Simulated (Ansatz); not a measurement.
# ZnHgO2: how the settings move a single-point run

Question: which choices in the input matter for ZnHgO2? The cell is built on a prototype (ordering on zincblende) and needn't be the phase found in nature.

Method: reference: DFT, PBE, plane waves, PAW, in Ansatz 0.2.0.

### 1 Starting point

The structure is tetragonal, space group P-4m2 (No. 115). Conventional cell: a = 3.326 Å, b = 3.326 Å, c = 5.193 Å, α = 90.00°, β = 90.00°, γ = 90.00°. Zn (site symmetry -4m2) is surrounded by 4 O at 1.97 Å. Around O (site symmetry 2mm) lie 2 Zn at 1.97 Å and 2 Hg at 2.27 Å. Around Hg (site symmetry -4m2) lie 4 O at 2.27 Å.

As a file:

```xyz
4
Lattice="3.3264 0.0000 0.0000 0.0000 3.3264 0.0000 0.0000 0.0000 5.1931" Properties=species:S:1:pos:R:3 pbc="T T T"
Zn    0.0000    0.0000    0.0000
O     0.0000    1.6632    1.0564
Hg    1.6632    1.6632    2.5965
O     1.6632    0.0000    4.1366
```

### 2 Reference

Input file input.yaml:

```yaml
crystal:
  lattice:
    - [3.3263897665, 0.0, 0.0]
    - [0.0, 3.3263897665, 0.0]
    - [0.0, 0.0, 5.1930705942]
  atoms:
    - { symbol: Zn, position: [0.0, 0.0, 0.0] }
    - { symbol: O, position: [0.0, 0.5, 0.203431922] }
    - { symbol: Hg, position: [0.5, 0.5, 0.5] }
    - { symbol: O, position: [0.5, 0.0, 0.796568078] }
kpoints:
  mp_grid: { grid: [6, 6, 4] }
hamiltonian:
  xc: pbe
scf:
  occupations: { method: fermi_dirac, width: 0.02 }
  n_extra_bands: 5
output:
  forces: true
  stress: true
  eigenvalues: true
```

Run with:

```console
$ ansatz run input.yaml --threads 4 --pin off --max-ram 3686MiB --backend cpu --events-out ev --progress --plain --runs-dir out
```

### 3 Variant: occupations.method methfessel_paxton, occupations.width 0.5

Changes to input.yaml since step 2:

```diff
@@ -15,3 +15,3 @@
 scf:
-  occupations: { method: fermi_dirac, width: 0.02 }
+  occupations: { method: methfessel_paxton, width: 0.5 }
   n_extra_bands: 5
```

### 4 A further run, with the input changed

Changes to input.yaml since step 2:

```diff
@@ -17,2 +17,3 @@
   n_extra_bands: 5
+  max_iter: 65
 output:
@@ -21 +22,4 @@
   eigenvalues: true
+magnetization:
+  spin_polarized: true
+  initial_magnetization: 0.5
```

### 6 Changed: occupations.method cold, occupations.width 0.5

Changes to input.yaml since step 2:

```diff
@@ -15,3 +15,3 @@
 scf:
-  occupations: { method: fermi_dirac, width: 0.02 }
+  occupations: { method: cold, width: 0.5 }
   n_extra_bands: 5
```

### 7 Changing settings: mp_grid.grid [2, 2, 2]

Changes to input.yaml since step 2:

```diff
@@ -11,3 +11,3 @@
 kpoints:
-  mp_grid: { grid: [6, 6, 4] }
+  mp_grid: { grid: [2, 2, 2] }
 hamiltonian:
```

### 8 Changing settings: dr2_threshold 1.0e-12

Changes to input.yaml since step 2:

```diff
@@ -17,2 +17,4 @@
   n_extra_bands: 5
+  convergence: { dr2_threshold: 1.0e-12 }
+  max_iter: 85
 output:
```

### 9 Variant: ecutrho_ratio 12

Changes to input.yaml since step 2:

```diff
@@ -17,2 +17,3 @@
   n_extra_bands: 5
+  max_iter: 58
 output:
@@ -21 +22,3 @@
   eigenvalues: true
+basis:
+  ecutrho_ratio: 12
```

(Steps that only read results are left out.)

Q: Predict the outcome of this session. Wanted: for each run, ending; energy change; pressure; gap; force.

**Answer**, as computed:

```
                                                           run     ending          energy change  pressure (GPa)  gap (eV)  force (eV/Å)  cycles    time
                                                     reference  converged                      0             4.9      0.00          0.02       7   2.3 s
1: occupations.method methfessel_paxton, occupations.width 0.5  converged    +1.5 meV/atom (σ→0)             4.8      0.00          0.03       6     2 s
             2: spin_polarized true, initial_magnetization 0.5  converged           0.0 meV/atom             4.9      0.00          0.02      17   7.2 s
             3: occupations.method cold, occupations.width 0.5  converged  +268.7 meV/atom (σ→0)            10.2      0.00          0.02      27   8.9 s
                                     4: mp_grid.grid [2, 2, 2]  converged        +101.2 meV/atom             5.2      0.00          0.11      10  0.88 s
                                      5: dr2_threshold 1.0e-12  converged           0.0 meV/atom             4.9      0.00          0.02      10   2.7 s
                                           6: ecutrho_ratio 12  converged           0.0 meV/atom             4.9      0.00          0.02       7   2.6 s
```

Residual by cycle in the longest SCF loop of each run; runs are numbered as in the table. The quantity is the density residual dr2, in eV.

```
cycle  reference    run 1   run 2   run 3    run 4    run 5    run 6
    1    0.00107  0.00121    2.04  0.0117   0.0112  0.00107  0.00107
    3     4.9e-5   6.4e-5   0.142  4.5e-4  0.00341   4.9e-5   5.0e-5
    6     1.3e-7   1.3e-8  3.6e-4  7.1e-6   9.4e-5   1.3e-7   1.3e-7
    8          -        -  8.5e-5  1.5e-7   1.9e-5   1.4e-9        -
   10          -        -  1.3e-5  1.1e-9   1.3e-8  5.7e-13        -
   13          -        -  1.5e-8  0.0011        -        -        -
   15          -        -  1.4e-9  1.4e-5        -        -        -
   18          -        -       -  5.9e-8        -        -        -
   20          -        -       -   0.011        -        -        -
   22          -        -       -  3.7e-5        -        -        -
   25          -        -       -  1.7e-7        -        -        -
   27          -        -       -  1.4e-9        -        -        -
```

**Reading.** Semilocal functionals close small gaps, so the missing gap need not be the real solid's. Of the variants the dearest is «occupations.method cold, occupations.width 0.5» (8.9 s), the cheapest «mp_grid.grid [2, 2, 2]» (0.88 s), on a shared host.
